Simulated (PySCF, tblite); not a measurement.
# GaH7O2, a gas-phase cluster of small molecules: NMR shifts, interaction energy, spin-spin couplings and electronic excitations, part 2 of 3

tblite 0.8.0 and PySCF 2.14.0. Atoms count from 0, parts from 1. Earlier steps stand in the parts before.

## 5. Interaction energy: wB97M-D3(BJ)/def2-TZVPD

What the job is given:

```
{"job": {"kind": "inter", "xc": "wB97M-D3(BJ)", "basis": "def2-TZVPD", "pairs": true}, "charge": 0, "multiplicity": 1, "parts": [{"atoms": "0-3", "charge": 0, "multiplicity": 1}, {"atoms": "4-6", "charge": 0, "multiplicity": 1}, {"atoms": "7-9", "charge": 0, "multiplicity": 1}]}
Ga     0.191006    -0.064851     0.732247
H      0.022785     0.128405     2.284119
H      0.198683     1.135237    -0.285323
H      0.366707    -1.539120     0.164143
O      2.553430     0.127927     0.923069
H      2.903715    -0.663714     1.343566
H      2.913943     0.134095     0.030668
O     -2.162291    -0.270429     0.534804
H     -2.385436    -0.611334    -0.336996
H     -2.450489    -0.941283     1.162375
```

Level: wB97M-D3(BJ)/def2-TZVPD interaction energy, counterpoise and uncorrected, gas phase.

Log:

```text
part 1, own basis, geometry of the cluster
coarse grid: 14832 points
cycle   1  E = -1926.6106588871  dE = -7.097e-01  |g| = 6.131e-01  |ddm| = 1.346e+00
cycle   2  E = -1926.6092413883  dE =  1.417e-03  |g| = 6.994e-01  |ddm| = 6.375e-01
cycle   3  E = -1926.6440208995  dE = -3.478e-02  |g| = 1.394e-02  |ddm| = 3.128e-01
cycle   4  E = -1926.6441526932  dE = -1.318e-04  |g| = 6.532e-03  |ddm| = 3.932e-02
cycle   5  E = -1926.6441641490  dE = -1.146e-05  |g| = 8.264e-04  |ddm| = 1.142e-02
cycle   6  E = -1926.6441643598  dE = -2.108e-07  |g| = 7.649e-05  |ddm| = 1.341e-03
final grid: 29408 points
cycle   7  E = -1926.6441792386  dE = -9.013e-09  |g| = 2.777e-05  |ddm| = 8.995e-04
cycle   8  E = -1926.6441792393  dE = -7.176e-10  |g| = 9.035e-06  |ddm| = 1.740e-04
converged SCF energy = -1926.6441792393

part 2, own basis, geometry of the cluster
coarse grid: 10128 points
cycle   1  E = -76.4118196795  dE = -7.768e-02  |g| = 5.868e-01  |ddm| = 8.987e-01
cycle   2  E = -76.4086375240  dE =  3.182e-03  |g| = 6.464e-01  |ddm| = 5.040e-01
cycle   3  E = -76.4759235251  dE = -6.729e-02  |g| = 2.721e-02  |ddm| = 2.375e-01
cycle   4  E = -76.4760484317  dE = -1.249e-04  |g| = 5.502e-03  |ddm| = 1.618e-02
cycle   5  E = -76.4760571160  dE = -8.684e-06  |g| = 8.266e-04  |ddm| = 5.865e-03
final grid: 21952 points
cycle   6  E = -76.4760389288  dE = -1.998e-07  |g| = 5.837e-04  |ddm| = 1.332e-03
cycle   7  E = -76.4760389357  dE = -6.861e-09  |g| = 6.458e-04  |ddm| = 6.445e-04
cycle   8  E = -76.4760389992  dE = -6.351e-08  |g| = 3.201e-05  |ddm| = 2.231e-04
cycle   9  E = -76.4760390000  dE = -8.139e-10  |g| = 4.062e-06  |ddm| = 1.101e-04
converged SCF energy = -76.4760390000

part 3, own basis, geometry of the cluster
coarse grid: 10128 points
cycle   1  E = -76.4118111286  dE = -7.785e-02  |g| = 5.868e-01  |ddm| = 8.986e-01
cycle   2  E = -76.4086191620  dE =  3.192e-03  |g| = 6.464e-01  |ddm| = 5.040e-01
cycle   3  E = -76.4759141427  dE = -6.729e-02  |g| = 2.721e-02  |ddm| = 2.375e-01
cycle   4  E = -76.4760390492  dE = -1.249e-04  |g| = 5.503e-03  |ddm| = 1.617e-02
cycle   5  E = -76.4760477349  dE = -8.686e-06  |g| = 8.265e-04  |ddm| = 5.864e-03
final grid: 21952 points
cycle   6  E = -76.4760379157  dE = -1.999e-07  |g| = 5.900e-04  |ddm| = 1.370e-03
cycle   7  E = -76.4760379224  dE = -6.684e-09  |g| = 6.538e-04  |ddm| = 6.516e-04
cycle   8  E = -76.4760379874  dE = -6.506e-08  |g| = 3.225e-05  |ddm| = 2.257e-04
cycle   9  E = -76.4760379882  dE = -8.229e-10  |g| = 4.113e-06  |ddm| = 1.104e-04
converged SCF energy = -76.4760379882

part 1, own basis, relaxed alone
coarse grid: 14832 points
cycle   1  E = -1926.6110969982  dE = -6.999e-01  |g| = 6.138e-01  |ddm| = 1.345e+00
cycle   2  E = -1926.6095203604  dE =  1.577e-03  |g| = 7.003e-01  |ddm| = 6.390e-01
cycle   3  E = -1926.6443654121  dE = -3.485e-02  |g| = 1.376e-02  |ddm| = 3.135e-01
cycle   4  E = -1926.6444933331  dE = -1.279e-04  |g| = 6.482e-03  |ddm| = 3.921e-02
cycle   5  E = -1926.6445043025  dE = -1.097e-05  |g| = 8.252e-04  |ddm| = 1.118e-02
cycle   6  E = -1926.6445045037  dE = -2.012e-07  |g| = 7.221e-05  |ddm| = 1.321e-03
final grid: 29408 points
cycle   7  E = -1926.6445196452  dE = -8.115e-09  |g| = 2.907e-05  |ddm| = 3.243e-04
cycle   8  E = -1926.6445196458  dE = -6.207e-10  |g| = 1.817e-05  |ddm| = 6.798e-05
converged SCF energy = -1926.6445196458

part 2, own basis, relaxed alone
coarse grid: 10128 points
cycle   1  E = -76.4117499962  dE = -7.453e-02  |g| = 5.872e-01  |ddm| = 8.994e-01
cycle   2  E = -76.4087429039  dE =  3.007e-03  |g| = 6.461e-01  |ddm| = 5.038e-01
cycle   3  E = -76.4759335454  dE = -6.719e-02  |g| = 2.731e-02  |ddm| = 2.374e-01
cycle   4  E = -76.4760587483  dE = -1.252e-04  |g| = 5.497e-03  |ddm| = 1.609e-02
cycle   5  E = -76.4760674251  dE = -8.677e-06  |g| = 8.214e-04  |ddm| = 5.831e-03
final grid: 21952 points
cycle   6  E = -76.4760630131  dE = -1.975e-07  |g| = 5.844e-04  |ddm| = 1.373e-03
cycle   7  E = -76.4760630199  dE = -6.840e-09  |g| = 6.467e-04  |ddm| = 6.469e-04
cycle   8  E = -76.4760630836  dE = -6.365e-08  |g| = 3.199e-05  |ddm| = 2.236e-04
cycle   9  E = -76.4760630844  dE = -8.229e-10  |g| = 4.133e-06  |ddm| = 1.105e-04
converged SCF energy = -76.4760630844

part 3, own basis, relaxed alone: E = -76.4760630844 (as before)

cluster
final grid: 73312 points
cycle   1  E = -2079.6211109466  dE = -2.485e-02  |g| = 7.907e-02  |ddm| = 4.870e-01
cycle   2  E = -2079.6230205125  dE = -1.910e-03  |g| = 6.263e-02  |ddm| = 1.338e-01
cycle   3  E = -2079.6236121483  dE = -5.916e-04  |g| = 1.572e-02  |ddm| = 4.080e-02
cycle   4  E = -2079.6237158493  dE = -1.037e-04  |g| = 3.206e-03  |ddm| = 3.412e-02
cycle   5  E = -2079.6237194493  dE = -3.600e-06  |g| = 1.392e-03  |ddm| = 7.161e-03
cycle   6  E = -2079.6237196928  dE = -2.435e-07  |g| = 3.288e-04  |ddm| = 1.302e-03
cycle   7  E = -2079.6237197284  dE = -3.560e-08  |g| = 3.429e-05  |ddm| = 9.879e-04
cycle   8  E = -2079.6237197294  dE = -9.218e-10  |g| = 1.044e-05  |ddm| = 1.297e-04
converged SCF energy = -2079.6237197294

part 1 in the basis of the cluster
final grid: 73312 points
cycle   1  E = -1926.6445414640  dE = -3.667e-04  |g| = 2.888e-03  |ddm| = 2.321e-01
cycle   2  E = -1926.6445430926  dE = -1.629e-06  |g| = 1.523e-03  |ddm| = 2.387e-02
cycle   3  E = -1926.6445432206  dE = -1.279e-07  |g| = 8.700e-04  |ddm| = 2.526e-03
cycle   4  E = -1926.6445432764  dE = -5.588e-08  |g| = 1.703e-05  |ddm| = 1.323e-03
cycle   5  E = -1926.6445432766  dE = -1.683e-10  |g| = 1.926e-06  |ddm| = 1.773e-04
converged SCF energy = -1926.6445432766

part 2 in the basis of the cluster
final grid: 73312 points
cycle   1  E = -76.4762008343  dE = -1.644e-04  |g| = 3.039e-03  |ddm| = 1.649e-01
cycle   2  E = -76.4762050973  dE = -4.263e-06  |g| = 6.334e-04  |ddm| = 2.222e-02
cycle   3  E = -76.4762052548  dE = -1.575e-07  |g| = 4.442e-04  |ddm| = 4.762e-03
cycle   4  E = -76.4762052860  dE = -3.125e-08  |g| = 3.372e-05  |ddm| = 3.427e-04
cycle   5  E = -76.4762052865  dE = -4.695e-10  |g| = 4.462e-06  |ddm| = 2.309e-04
converged SCF energy = -76.4762052865

part 3 in the basis of the cluster
final grid: 73312 points
cycle   1  E = -76.4761986546  dE = -1.639e-04  |g| = 3.030e-03  |ddm| = 1.639e-01
cycle   2  E = -76.4762028971  dE = -4.242e-06  |g| = 6.323e-04  |ddm| = 2.212e-02
cycle   3  E = -76.4762030537  dE = -1.566e-07  |g| = 4.454e-04  |ddm| = 4.750e-03
cycle   4  E = -76.4762030851  dE = -3.142e-08  |g| = 3.368e-05  |ddm| = 3.439e-04
cycle   5  E = -76.4762030856  dE = -4.698e-10  |g| = 4.492e-06  |ddm| = 2.306e-04
converged SCF energy = -76.4762030856

parts 1 and 2 in the basis of the cluster
final grid: 73312 points
cycle   1  E = -2003.1357443674  dE = -1.418e-02  |g| = 5.651e-02  |ddm| = 3.798e-01
cycle   2  E = -2003.1368728229  dE = -1.128e-03  |g| = 4.293e-02  |ddm| = 9.309e-02
cycle   3  E = -2003.1371853557  dE = -3.125e-04  |g| = 1.247e-02  |ddm| = 2.834e-02
cycle   4  E = -2003.1372502257  dE = -6.487e-05  |g| = 2.040e-03  |ddm| = 2.419e-02
cycle   5  E = -2003.1372520689  dE = -1.843e-06  |g| = 7.729e-04  |ddm| = 4.593e-03
cycle   6  E = -2003.1372521623  dE = -9.349e-08  |g| = 3.407e-04  |ddm| = 8.896e-04
cycle   7  E = -2003.1372521865  dE = -2.413e-08  |g| = 2.616e-05  |ddm| = 5.107e-04
cycle   8  E = -2003.1372521872  dE = -7.262e-10  |g| = 7.619e-06  |ddm| = 7.792e-05
converged SCF energy = -2003.1372521872

parts 1 and 3 in the basis of the cluster
final grid: 73312 points
cycle   1  E = -2003.1358599447  dE = -1.443e-02  |g| = 5.680e-02  |ddm| = 3.808e-01
cycle   2  E = -2003.1370040332  dE = -1.144e-03  |g| = 4.301e-02  |ddm| = 9.371e-02
cycle   3  E = -2003.1373174254  dE = -3.134e-04  |g| = 1.257e-02  |ddm| = 2.852e-02
cycle   4  E = -2003.1373828193  dE = -6.539e-05  |g| = 2.069e-03  |ddm| = 2.427e-02
cycle   5  E = -2003.1373847001  dE = -1.881e-06  |g| = 7.798e-04  |ddm| = 4.643e-03
cycle   6  E = -2003.1373847950  dE = -9.496e-08  |g| = 3.430e-04  |ddm| = 8.976e-04
cycle   7  E = -2003.1373848195  dE = -2.448e-08  |g| = 2.629e-05  |ddm| = 5.164e-04
cycle   8  E = -2003.1373848202  dE = -7.290e-10  |g| = 7.647e-06  |ddm| = 7.820e-05
converged SCF energy = -2003.1373848202

parts 2 and 3 in the basis of the cluster
final grid: 73312 points
cycle   1  E = -152.9513183038  dE = -3.612e-04  |g| = 5.775e-03  |ddm| = 2.389e-01
cycle   2  E = -152.9513281038  dE = -9.800e-06  |g| = 3.548e-03  |ddm| = 3.186e-02
cycle   3  E = -152.9513299638  dE = -1.860e-06  |g| = 1.470e-03  |ddm| = 4.534e-03
cycle   4  E = -152.9513303815  dE = -4.177e-07  |g| = 1.171e-04  |ddm| = 3.192e-03
cycle   5  E = -152.9513303877  dE = -6.208e-09  |g| = 2.840e-05  |ddm| = 4.552e-04
cycle   6  E = -152.9513303884  dE = -7.042e-10  |g| = 5.082e-06  |ddm| = 1.314e-04
converged SCF energy = -152.9513303884

Interaction energy (kcal/mol)
  counterpoise      -19.038
  uncorrected       -19.481
  dispersion part    -2.241
  deformation         0.248
  binding           -18.790

Decomposition of the uncorrected value (kcal/mol)
  electrostatic     -43.867
  Pauli              43.857
  orbital           -17.230
  dispersion         -2.241

Charge of each part in the cluster: -0.092 0.046 0.047

Pairs (kcal/mol): 1-2 -11.457, 1-3 -11.542, 2-3 0.640
  two-body sum -22.359, many-body rest 3.321
```

Wall time 78 s (1 thread of Arm Neoverse V1, shared host); peak memory 0.61 GiB.

Contacts at this geometry (a selection, picked against the atoms' radii; other short pairs can be missing):

```
   atoms  distance (Å)  kind (by distance and angle)  angle (°)
Ga0···O7          2.37                  coordination          –
Ga0···O4          2.38                  coordination          –
```

The decomposition goes in steps from the parts' own densities: electrostatics between them unchanged, then the rise on making their orbitals orthogonal (called Pauli here; it holds the exchange-correlation between the parts too, so it can be small or negative at long range), then orbital relaxation, then the dispersion term. Charges of the parts share the cluster's density out in proportion to the parts' own densities.

The SCF energies in the log hold no dispersion term; the tabulated energies do.

The parts:

```
part  SMILES  deformation (kcal/mol)  HOMO alone (eV)  charge in the cluster (e)
   1  [GaH3]                    0.22           -10.90                     -0.092
   2       O                    0.02           -11.72                      0.046
   3       O                    0.02           -11.72                      0.047
```

## 6. Interaction energy: PBE0-D3(BJ)/def2-TZVPD

What the job is given:

```
{"job": {"kind": "inter", "xc": "PBE0", "basis": "def2-TZVPD", "disp": "d3bj"}, "charge": 0, "multiplicity": 1, "parts": [{"atoms": "0-3", "charge": 0, "multiplicity": 1}, {"atoms": "4-6", "charge": 0, "multiplicity": 1}, {"atoms": "7-9", "charge": 0, "multiplicity": 1}]}
Ga     0.191006    -0.064851     0.732247
H      0.022785     0.128405     2.284119
H      0.198683     1.135237    -0.285323
H      0.366707    -1.539120     0.164143
O      2.553430     0.127927     0.923069
H      2.903715    -0.663714     1.343566
H      2.913943     0.134095     0.030668
O     -2.162291    -0.270429     0.534804
H     -2.385436    -0.611334    -0.336996
H     -2.450489    -0.941283     1.162375
```

Method: PBE0-D3(BJ)/def2-TZVPD interaction energy, counterpoise and uncorrected, gas phase.

Log:

```text
part 1, own basis, geometry of the cluster
coarse grid: 14832 points
cycle   1  E = -1926.3225748840  dE = -6.518e-01  |g| = 6.878e-01  |ddm| = 1.365e+00
cycle   2  E = -1926.2988509028  dE =  2.372e-02  |g| = 9.026e-01  |ddm| = 7.667e-01
cycle   3  E = -1926.3606323178  dE = -6.178e-02  |g| = 8.941e-03  |ddm| = 4.242e-01
cycle   4  E = -1926.3606661174  dE = -3.380e-05  |g| = 3.641e-03  |ddm| = 2.064e-02
cycle   5  E = -1926.3606691954  dE = -3.078e-06  |g| = 5.940e-04  |ddm| = 5.021e-03
final grid: 29408 points
cycle   6  E = -1926.3606548605  dE =  3.371e-09  |g| = 8.450e-04  |ddm| = 1.648e-03
cycle   7  E = -1926.3606548097  dE =  5.081e-08  |g| = 1.217e-03  |ddm| = 9.286e-04
cycle   8  E = -1926.3606549207  dE = -1.111e-07  |g| = 2.344e-05  |ddm| = 5.340e-04
cycle   9  E = -1926.3606549209  dE = -1.849e-10  |g| = 1.777e-06  |ddm| = 2.609e-05
converged SCF energy = -1926.3606549209

part 2, own basis, geometry of the cluster
coarse grid: 2328 points
cycle   1  E = -76.3040021986  dE = -7.713e-03  |g| = 6.571e-01  |ddm| = 9.020e-01
cycle   2  E = -76.1872311313  dE =  1.168e-01  |g| = 1.037e+00  |ddm| = 7.269e-01
cycle   3  E = -76.3816448958  dE = -1.944e-01  |g| = 3.146e-02  |ddm| = 4.403e-01
cycle   4  E = -76.3818290621  dE = -1.842e-04  |g| = 5.876e-03  |ddm| = 1.615e-02
cycle   5  E = -76.3818342181  dE = -5.156e-06  |g| = 7.871e-04  |ddm| = 2.503e-03
final grid: 21952 points
cycle   6  E = -76.3808586836  dE = -1.534e-05  |g| = 3.245e-03  |ddm| = 7.864e-03
cycle   7  E = -76.3808569623  dE =  1.721e-06  |g| = 4.440e-03  |ddm| = 2.918e-03
cycle   8  E = -76.3808602016  dE = -3.239e-06  |g| = 2.515e-04  |ddm| = 1.849e-03
cycle   9  E = -76.3808602122  dE = -1.068e-08  |g| = 1.834e-05  |ddm| = 1.017e-04
cycle  10  E = -76.3808602123  dE = -6.440e-11  |g| = 3.193e-06  |ddm| = 1.049e-05
converged SCF energy = -76.3808602123

part 3, own basis, geometry of the cluster
coarse grid: 2328 points
cycle   1  E = -76.3042824147  dE = -7.780e-03  |g| = 6.574e-01  |ddm| = 9.012e-01
cycle   2  E = -76.1873992488  dE =  1.169e-01  |g| = 1.038e+00  |ddm| = 7.273e-01
cycle   3  E = -76.3819853855  dE = -1.946e-01  |g| = 3.147e-02  |ddm| = 4.406e-01
cycle   4  E = -76.3821696173  dE = -1.842e-04  |g| = 5.880e-03  |ddm| = 1.614e-02
cycle   5  E = -76.3821747789  dE = -5.162e-06  |g| = 7.875e-04  |ddm| = 2.501e-03
final grid: 21952 points
cycle   6  E = -76.3808572740  dE = -1.414e-05  |g| = 2.951e-03  |ddm| = 6.951e-03
cycle   7  E = -76.3808559124  dE =  1.362e-06  |g| = 3.977e-03  |ddm| = 2.650e-03
cycle   8  E = -76.3808585097  dE = -2.597e-06  |g| = 2.633e-04  |ddm| = 1.670e-03
cycle   9  E = -76.3808585213  dE = -1.157e-08  |g| = 2.119e-05  |ddm| = 1.049e-04
cycle  10  E = -76.3808585214  dE = -8.457e-11  |g| = 3.026e-06  |ddm| = 1.152e-05
converged SCF energy = -76.3808585214

part 1, own basis, relaxed alone
coarse grid: 14832 points
cycle   1  E = -1926.3228297553  dE = -6.436e-01  |g| = 6.887e-01  |ddm| = 1.364e+00
cycle   2  E = -1926.2990786366  dE =  2.375e-02  |g| = 9.036e-01  |ddm| = 7.686e-01
cycle   3  E = -1926.3608701337  dE = -6.179e-02  |g| = 8.899e-03  |ddm| = 4.251e-01
cycle   4  E = -1926.3609030349  dE = -3.290e-05  |g| = 3.508e-03  |ddm| = 2.041e-02
cycle   5  E = -1926.3609057759  dE = -2.741e-06  |g| = 6.039e-04  |ddm| = 4.897e-03
final grid: 29408 points
cycle   6  E = -1926.3608890163  dE =  1.197e-08  |g| = 8.911e-04  |ddm| = 1.114e-03
cycle   7  E = -1926.3608889573  dE =  5.904e-08  |g| = 1.289e-03  |ddm| = 9.782e-04
cycle   8  E = -1926.3608890813  dE = -1.240e-07  |g| = 2.192e-05  |ddm| = 5.651e-04
cycle   9  E = -1926.3608890814  dE = -7.299e-11  |g| = 5.972e-07  |ddm| = 2.197e-05
converged SCF energy = -1926.3608890814

part 2, own basis, relaxed alone
coarse grid: 2328 points
cycle   1  E = -76.3044290552  dE = -5.299e-03  |g| = 6.571e-01  |ddm| = 9.011e-01
cycle   2  E = -76.1882085998  dE =  1.162e-01  |g| = 1.036e+00  |ddm| = 7.256e-01
cycle   3  E = -76.3820293630  dE = -1.938e-01  |g| = 3.132e-02  |ddm| = 4.396e-01
cycle   4  E = -76.3822116693  dE = -1.823e-04  |g| = 5.864e-03  |ddm| = 1.606e-02
cycle   5  E = -76.3822168083  dE = -5.139e-06  |g| = 7.850e-04  |ddm| = 2.507e-03
final grid: 21952 points
cycle   6  E = -76.3808944408  dE = -1.510e-05  |g| = 3.446e-03  |ddm| = 9.286e-03
cycle   7  E = -76.3808924778  dE =  1.963e-06  |g| = 4.749e-03  |ddm| = 3.317e-03
cycle   8  E = -76.3808961890  dE = -3.711e-06  |g| = 2.518e-04  |ddm| = 1.963e-03
cycle   9  E = -76.3808961996  dE = -1.061e-08  |g| = 2.396e-05  |ddm| = 1.100e-04
cycle  10  E = -76.3808961997  dE = -1.113e-10  |g| = 3.293e-06  |ddm| = 1.512e-05
converged SCF energy = -76.3808961997

part 3, own basis, relaxed alone: E = -76.3808961997 (as before)

cluster
final grid: 73312 points
cycle   1  E = -2079.1502880564  dE = -2.713e-02  |g| = 9.207e-02  |ddm| = 5.715e-01
cycle   2  E = -2079.1499211185  dE =  3.669e-04  |g| = 1.159e-01  |ddm| = 1.301e-01
cycle   3  E = -2079.1519150966  dE = -1.994e-03  |g| = 1.302e-02  |ddm| = 5.801e-02
cycle   4  E = -2079.1519458656  dE = -3.077e-05  |g| = 2.846e-03  |ddm| = 8.696e-03
cycle   5  E = -2079.1519470795  dE = -1.214e-06  |g| = 1.687e-03  |ddm| = 3.523e-03
cycle   6  E = -2079.1519473300  dE = -2.505e-07  |g| = 2.298e-04  |ddm| = 1.031e-03
cycle   7  E = -2079.1519473382  dE = -8.143e-09  |g| = 3.614e-05  |ddm| = 2.379e-04
cycle   8  E = -2079.1519473385  dE = -2.997e-10  |g| = 2.058e-06  |ddm| = 4.399e-05
converged SCF energy = -2079.1519473385

part 1 in the basis of the cluster
final grid: 73312 points
cycle   1  E = -1926.3610605655  dE = -4.133e-04  |g| = 1.916e-03  |ddm| = 2.515e-01
cycle   2  E = -1926.3610605644  dE =  1.131e-09  |g| = 2.301e-03  |ddm| = 6.777e-03
cycle   3  E = -1926.3610609354  dE = -3.710e-07  |g| = 1.812e-04  |ddm| = 1.355e-03
cycle   4  E = -1926.3610609382  dE = -2.789e-09  |g| = 1.544e-05  |ddm| = 2.241e-04
cycle   5  E = -1926.3610609382  dE = -7.458e-11  |g| = 1.280e-06  |ddm| = 2.262e-05
converged SCF energy = -1926.3610609382

part 2 in the basis of the cluster
final grid: 73312 points
cycle   1  E = -76.3810163692  dE = -1.570e-04  |g| = 1.317e-03  |ddm| = 1.717e-01
cycle   2  E = -76.3810170283  dE = -6.591e-07  |g| = 5.656e-04  |ddm| = 8.436e-03
cycle   3  E = -76.3810170292  dE = -9.122e-10  |g| = 5.831e-04  |ddm| = 7.452e-04
cycle   4  E = -76.3810170857  dE = -5.646e-08  |g| = 2.306e-05  |ddm| = 3.041e-04
cycle   5  E = -76.3810170858  dE = -9.175e-11  |g| = 1.353e-06  |ddm| = 1.870e-05
converged SCF energy = -76.3810170858

part 3 in the basis of the cluster
final grid: 73312 points
cycle   1  E = -76.3810134699  dE = -1.566e-04  |g| = 1.312e-03  |ddm| = 1.706e-01
cycle   2  E = -76.3810141256  dE = -6.557e-07  |g| = 5.625e-04  |ddm| = 8.390e-03
cycle   3  E = -76.3810141264  dE = -8.481e-10  |g| = 5.804e-04  |ddm| = 7.429e-04
cycle   4  E = -76.3810141824  dE = -5.594e-08  |g| = 2.321e-05  |ddm| = 3.019e-04
cycle   5  E = -76.3810141825  dE = -9.261e-11  |g| = 1.339e-06  |ddm| = 1.867e-05
converged SCF energy = -76.3810141825

Interaction energy (kcal/mol)
  counterpoise      -19.758
  uncorrected       -20.215
  dispersion part    -1.651
  deformation         0.194
  binding           -19.564

Decomposition of the uncorrected value (kcal/mol)
  electrostatic     -42.274
  Pauli              41.778
  orbital           -18.068
  dispersion         -1.651

Charge of each part in the cluster: -0.097 0.048 0.049
```

Run time: 21 s. Hardware: 1 thread of Arm Neoverse V1, shared host; peak memory 0.66 GiB.

Counterpoise interaction energy: -19.76 kcal/mol.

(Continued in part 3 of 3.)
